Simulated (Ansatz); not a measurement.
# C₃H₅NZn: basis-set convergence

One table from this session's results is given with a row withheld; the runs are named, their logs left out.

Method: one geometry, several basis sets; program: Ansatz 0.2.0, Gaussian basis.

Levels to be run: PBE0-D4/def2-SVP; ωB97M-V/def2-SVP; PBE0-D4/def2-QZVPP; ωB97M-V/def2-QZVPP; the functionals' def2-TZVPP values are taken from earlier runs.

### The geometry

An earlier PBE0-D4 in a triple-zeta def2 set relaxation fixed the geometry.

10 atoms, charge 0, spin multiplicity 1.

Atoms are counted from 1 here; the program's logs count them from 0.

Bond lengths: C1–C2 1.505 Å, C1–H6 1.091 Å, C1–H7 1.092 Å, C1–H8 1.096 Å, C2–N3 1.400 Å, C2–Zn5 2.171 Å, C2–H9 1.091 Å, N3–C4 1.249 Å, C4–Zn5 2.125 Å, C4–H10 1.092 Å. Angles: C2–C1–H6 109.6°, C2–C1–H7 111.6°, C2–C1–H8 111.6°, H6–C1–H7 108.3°, H6–C1–H8 107.9°, H7–C1–H8 107.8°, C1–C2–N3 115.7°, C1–C2–Zn5 121.4°, C1–C2–H9 113.1°, N3–C2–Zn5 80.7°, N3–C2–H9 110.8°, Zn5–C2–H9 111.1°, C2–N3–C4 126.6°, N3–C4–Zn5 85.8°, N3–C4–H10 120.5°, Zn5–C4–H10 153.6°, C2–Zn5–C4 66.9°.

Set-up of the first run:

in.yaml reads:

```yaml
crystal:
  periodic: [false, false, false]
  atoms:
    - {symbol: C, position_ang: [-1.225036, -0.738150, -0.013927]}
    - {symbol: C, position_ang: [-0.174403, 0.198369, 0.518305]}
    - {symbol: N, position_ang: [1.138325, -0.069077, 0.112920]}
    - {symbol: C, position_ang: [1.890489, 0.694503, -0.529106]}
    - {symbol: Zn, position_ang: [0.276011, 2.074564, -0.477845]}
    - {symbol: H, position_ang: [-2.215249, -0.371662, 0.260779]}
    - {symbol: H, position_ang: [-1.178956, -0.816266, -1.101910]}
    - {symbol: H, position_ang: [-1.113390, -1.747266, 0.399896]}
    - {symbol: H, position_ang: [-0.227391, 0.330132, 1.600160]}
    - {symbol: H, position_ang: [2.912601, 0.393752, -0.766570]}
basis:
  gaussian: {orbitals: def2-SVP}
hamiltonian: {xc: pbe0, dispersion: d4}
output: {orbitals: {seedname: orbitals}}
```

Command:

```sh
ansatz run in.yaml --threads 4 --pin off --events-out ev --progress --plain --max-ram 10444MiB
```

Steps of the session up to this table: PBE0-D4 in def2-SVP; ωB97M-V in def2-SVP; PBE0-D4 in def2-QZVPP; ωB97M-V in def2-QZVPP.

One table of the session follows, with a row left open; its other results are not shown here.

It belongs to the step «Density functionals: the series». 

```
functional       basis  HOMO (eV)  LUMO (eV)
   PBE0-D4    def2-SVP      -5.87      -1.43
   PBE0-D4  def2-TZVPP      -6.05      -1.72
   PBE0-D4  def2-QZVPP      -6.06      -1.75
   ωB97M-V    def2-SVP      -7.78       0.28
   ωB97M-V  def2-TZVPP      -7.99      -0.09
   ωB97M-V  def2-QZVPP          ?          ?
```

Q: Estimate the row for ωB97M-V, def2-QZVPP from the others.

As computed: HOMO (eV): -8.01; LUMO (eV): -0.20. In the column «HOMO (eV)» it is the lowest.
